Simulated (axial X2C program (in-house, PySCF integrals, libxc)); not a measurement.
# All-electron X2C curves of SeCl in the non-relativistic limit (speed of light times 100)

Aim: find the lowest determinant of SeCl, scan the bond at several levels and fit the constants.

Method: all-electron X2C, Se dyall-v3z, Cl dyall-v3z; program: an in-house X2C program for linear molecules on PySCF integrals.

All values are calculated.

## Step 1: Set-up

task.json

```json
{
 "zs": [
  34,
  17
 ],
 "q": 0,
 "bas": [
  "dyall-v3z",
  "dyall-v3z"
 ],
 "levels": [
  "PBE0",
  "HF",
  "PBEsol",
  "TPSS"
 ],
 "cc": false,
 "r0": 2.15,
 "npts": 10,
 "nst": 2,
 "ntry": 6,
 "opt": {
  "cfac": 100
 }
}
```

Keys: zs atomic numbers; q charge; bas basis sets; levels methods (HF also brings MP2); cc coupled cluster on or off; r0 starting distance in Å; npts points asked for on the curve; nst determinants followed; ntry starts of the search; cfac factor on the speed of light (100 gives the non-relativistic limit).

Run with:

```sh
$ python so2c.py task.json out
```

The Hamiltonian is the X2C one with the speed of light multiplied by 100, which is the non-relativistic limit. Basis: Se dyall-v3z contracted to [8s8p5d1f], Cl dyall-v3z contracted to [7s7p2d1f]; Gaussian nuclei, density fitting. Masses: Se 79.917 u, Cl 34.969 u.

Notation: σ, π±, δ± give the projection m of an orbital's angular momentum (0, ±1, ±2), α and β its spin, Λ and M_S the sums; ω is the projection of a spinor's total angular momentum and Ω the sum. Logs are in hartree.

The results follow Hamiltonian by Hamiltonian and level by level.

## Step 2: State search with PBE0

Determinants are compared with PBE0 at 2.150 Å.

Spin-free determinants:

```csv
ΔE (eV),state,open shells
0.00,"M_S = 1/2, Λ = 1","beyond closed shells: π+α, π+β, π-α"
2.02,"M_S = 3/2, Λ = 0","beyond closed shells: σα, π+α, π-α"
2.57,"M_S = 1/2, Λ = 0","beyond closed shells: σβ, π+α, π-α"
3.12,"M_S = 1/2, Λ = 2","beyond closed shells: σα, π+α, π+β"
3.12,"M_S = 1/2, Λ = 0","beyond closed shells: σα, π+β, π-α"
```

## Step 3: PBE0, non-rel.

State followed: M_S = 1/2, Λ = 1 (beyond closed shells: π+α, π+β, π-α). The scan is laid around 2.131 Å, a first estimate of the minimum, and this SCF restarts from the orbitals of the search.

Output at 2.131 Å:

```text
spin-free X2C-1e  PBE0
basis functions 109  fitting functions 768  grid points 5079
iter        total energy     max residual
   1      -2861.310201280     6.44e-01
   2      -2861.360464271     2.86e-03
   3      -2861.360488898     1.16e-03
   4      -2861.360506298     3.57e-04
   5      -2861.360507407     1.59e-04
   6      -2861.360507783     5.35e-05
   7      -2861.360507842     9.58e-06
   8      -2861.360507844     2.77e-06
converged
one-electron -4264.92110411  Coulomb 1375.01326188  exact exchange -28.24747295  xc functional -86.73613021  nuclear repulsion 143.53093755
```

Along the bond, energies from the lowest point:

```
R (Å)  E (eV)  μ (D)  HOMO (eV)  LUMO (eV)  iterations
1.854  1.0597   0.38      -6.16      -4.03          10
1.939  0.4287   0.08      -6.38      -4.24          10
2.003  0.1646  -0.15      -6.53      -4.38          10
2.067  0.0322  -0.39      -6.68      -4.52          10
2.131  0.0000  -0.62      -6.81      -4.64           8
2.206  0.0553  -0.88      -6.97      -4.78          10
2.280  0.1824  -1.14      -7.10      -4.91          10
2.376  0.4152  -1.46      -7.27      -5.05          11
2.493  0.7603  -1.82      -7.44      -5.20          12
2.664  1.3022  -2.27      -7.64      -5.36          12
```

Dipoles are positive if Cl is the positive end.

Outer orbitals at the reference distance:

```csv
symmetry,occupied,ε (eV),atomic character
σα,yes,-24.38,"71% Cl s, 17% Se s, 7% Se p"
σβ,yes,-24.14,"72% Cl s, 14% Se s, 8% Se p"
σα,yes,-19.02,"67% Se s, 16% Cl s, 13% Cl p"
σβ,yes,-18.12,"67% Se s, 15% Cl p, 14% Cl s"
σα,yes,-11.80,"53% Cl p, 34% Se p, 8% Se s"
σβ,yes,-11.55,"52% Cl p, 33% Se p, 11% Se s"
π+α,yes,-10.76,"74% Cl p, 23% Se p"
π-α,yes,-10.76,"74% Cl p, 23% Se p"
π+β,yes,-10.48,"80% Cl p, 17% Se p, 2% Se d"
π-β,yes,-10.19,"84% Cl p, 13% Se p, 2% Se d"
π+α,yes,-7.61,"75% Se p, 23% Cl p"
π-α,yes,-7.61,"75% Se p, 23% Cl p"
π+β,yes,-6.81,"81% Se p, 17% Cl p"
π-β,no,-4.64,"84% Se p, 13% Cl p"
σα,no,-2.29,"49% Se p, 24% Cl p, 12% Se d"
σβ,no,-2.00,"50% Se p, 23% Cl p, 12% Se d"
σα,no,3.63,"48% Se s, 17% Se p, 12% Se d"
```

PBE0 fields in the half plane through the axis: z from -2.4 to 4.5 Å across, distance from the axis 0.15 to 2.25 Å upwards; Se lies at z = 0 and Cl at z = 2.131 Å; the ELF is damped to zero where the density is low.

log10 density (e/bohr³). Ten even steps from '0' (-5.20 ) to '9' (1.42 ):
```
011222333332222222221100
112233344433333333322110
122334444444444444332210
123344555554445554443221
123445566555555655543321
223455666665566666554321
233456678766667776654322
233456789876667986654322
```

ELF. Ten even steps from '0' (0.00 ) to '9' (0.91 ):
```
000001233200000000000000
000024566410001222100000
000146888631013555310000
000258999851136887631000
001368999863368999752000
001368853454589999862000
000367325225783139863100
000355182815862864863100
```

Re = 2.124 Å, ωe = 459 cm⁻¹, ωexe = 1.46 cm⁻¹, Be = 0.1537 cm⁻¹, De = 2.78 eV, μ = -0.59 D.

## Step 4: HF, non-rel.

The SCF at the reference distance of 2.131 Å:

```text
spin-free X2C-1e  HF
basis functions 109  fitting functions 768  grid points 5079
iter        total energy     max residual
   1      -2859.366796482     1.76e-01
   2      -2859.389386019     7.33e-03
   3      -2859.390530158     4.66e-03
   4      -2859.390761787     3.04e-03
   5      -2859.390885080     1.64e-03
   6      -2859.390934587     5.44e-04
   7      -2859.390940145     1.25e-04
   8      -2859.390941042     2.84e-05
   9      -2859.390941069     1.02e-05
  10      -2859.390941072     3.48e-06
  11      -2859.390941072     8.10e-07
converged
one-electron -4264.55713579  Coulomb 1374.72745353  exact exchange -113.09219636  xc functional 0.00000000  nuclear repulsion 143.53093755
```

Re = 2.134 Å, ωe = 460 cm⁻¹, Be = 0.1522 cm⁻¹, De = 1.01 eV, μ = -1.06 D.

## Step 5: PBEsol, non-rel.

Output at 2.131 Å:

```text
spin-free X2C-1e  PBEsol
basis functions 109  fitting functions 768  grid points 5079
iter        total energy     max residual
   1      -2858.961109316     7.97e-02
   2      -2858.965052133     9.17e-03
   3      -2858.960598894     1.90e-02
   4      -2858.965328742     8.77e-03
   5      -2858.966353505     1.85e-04
   6      -2858.966354057     9.70e-05
   7      -2858.966354175     2.87e-05
   8      -2858.966354185     8.40e-06
   9      -2858.966354186     1.74e-06
converged
one-electron -4264.44465999  Coulomb 1374.46621358  exact exchange 0.00000000  xc functional -112.51884532  nuclear repulsion 143.53093755
```

Re = 2.130 Å, ωe = 449 cm⁻¹, ωexe = 1.47 cm⁻¹, Be = 0.1528 cm⁻¹, De = 3.38 eV, μ = -0.37 D.

## Step 6: TPSS, non-rel.

Output at 2.131 Å:

```text
spin-free X2C-1e  TPSS
basis functions 109  fitting functions 768  grid points 5079
iter        total energy     max residual
   1      -2861.746870523     3.59e-02
   2      -2861.748372939     1.09e-02
   3      -2861.748144724     7.03e-03
   4      -2861.748494747     5.62e-03
   5      -2861.748906571     3.99e-04
   6      -2861.748908778     8.69e-05
   7      -2861.748908989     2.49e-05
   8      -2861.748909001     5.24e-06
   9      -2861.748909002     5.19e-07
converged
one-electron -4264.51632125  Coulomb 1374.57244504  exact exchange 0.00000000  xc functional -115.33597034  nuclear repulsion 143.53093755
```

Re = 2.145 Å, ωe = 436 cm⁻¹, ωexe = 1.45 cm⁻¹, Be = 0.1506 cm⁻¹, De = 2.87 eV, μ = -0.46 D.

## Step 7: Correlated methods, non-rel.

Correlated methods: 13 electrons correlated (frozen shells, counted by type: Se 3 s, 2 p, 1 d; Cl 2 s, 1 p), 151 virtual spinors in MP2.

MP2: No constants are quoted: the points don't follow one smooth fit.

## Step 8: A higher determinant, non-rel.

State: M_S = 3/2, Λ = 0 (beyond closed shells: σα, π+α, π-α).

Output at the reference distance:

```text
spin-free X2C-1e  PBE0
basis functions 109  fitting functions 768  grid points 5079
iter        total energy     max residual
   1      -2861.222171296     8.43e-01
   2      -2861.282764873     3.28e-03
   3      -2861.282798818     1.20e-03
   4      -2861.282824482     4.40e-04
   5      -2861.282826870     2.60e-04
   6      -2861.282827983     7.69e-05
   7      -2861.282828094     1.17e-05
   8      -2861.282828097     4.38e-06
   9      -2861.282828097     1.27e-06
converged
one-electron -4264.71907040  Coulomb 1374.93361461  exact exchange -28.25974891  xc functional -86.76856094  nuclear repulsion 143.53093755
```

```
R (Å)  E above the lowest PBE0 point (eV)
1.854                               4.653
1.939                               3.554
2.003                               2.940
2.067                               2.468
2.131                               2.114
2.206                               1.818
2.280                               1.625
2.376                               1.490
2.493                               1.451
```

No constants are quoted: the lowest point is the long end of the scan.

## Step 9: The non-rel. curves together

Energy (eV) of the followed determinant, non-rel., from each level's lowest point:

```
R (Å)   PBE0     HF    MP2  PBEsol   TPSS
1.854  1.060  1.161  1.111   1.076  1.161
1.939  0.429  0.487  0.457   0.444  0.501
2.003  0.165  0.198  0.181   0.177  0.213
2.067  0.032  0.046  0.039   0.039  0.057
2.131  0.000  0.000  0.000   0.000  0.000
2.206  0.055  0.044  0.049   0.046  0.026
2.280  0.182  0.166  0.172   0.164  0.125
2.376  0.415  0.394  0.424   0.383  0.321
2.493  0.760  0.674  1.015   0.712  0.625
2.664  1.302  0.914  1.709   1.232  1.115
```

The whole job took 42 s on 1 thread, shared host.

## Step 10: Results

Lowest determinant that the search found at its distance, non-rel.: M_S = 1/2, Λ = 1 (beyond closed shells: π+α, π+β, π-α).

```csv
Hamiltonian,level,Re (Å),ωe (cm⁻¹),De (eV),μ (D)
non-rel.,PBE0,2.124,459,2.78,-0.59
non-rel.,HF,2.134,460,1.01,-1.06
non-rel.,PBEsol,2.130,449,3.38,-0.37
non-rel.,TPSS,2.145,436,2.87,-0.46
```

Dipoles are positive if Cl is the positive end. No constants: non-rel. MP2 (the points don't follow one smooth fit).

Time per point (s) on 1 thread, shared host (non-rel. runs); the times are rough: PBE0 0.5, HF 0.27, PBEsol 0.31, TPSS 0.64.

What this shows: Bond lengths run from 2.124 Å (non-rel. PBE0) to 2.145 Å (non-rel. TPSS).

De refers to Se + Cl, each in the lowest determinant found, which need not be this curve's own limit. The state is a single determinant with fixed occupations, the lowest that a limited PBE0 search found. De is counted from the lowest determinant-based energies of the atoms at the same level, without counterpoise correction. The meta-GGAs lack a current-density term, which matters for open shells with orbital currents, atoms included. The spin-free determinant is spin-contaminated at some levels. These are model numbers, with the speed of light changed.
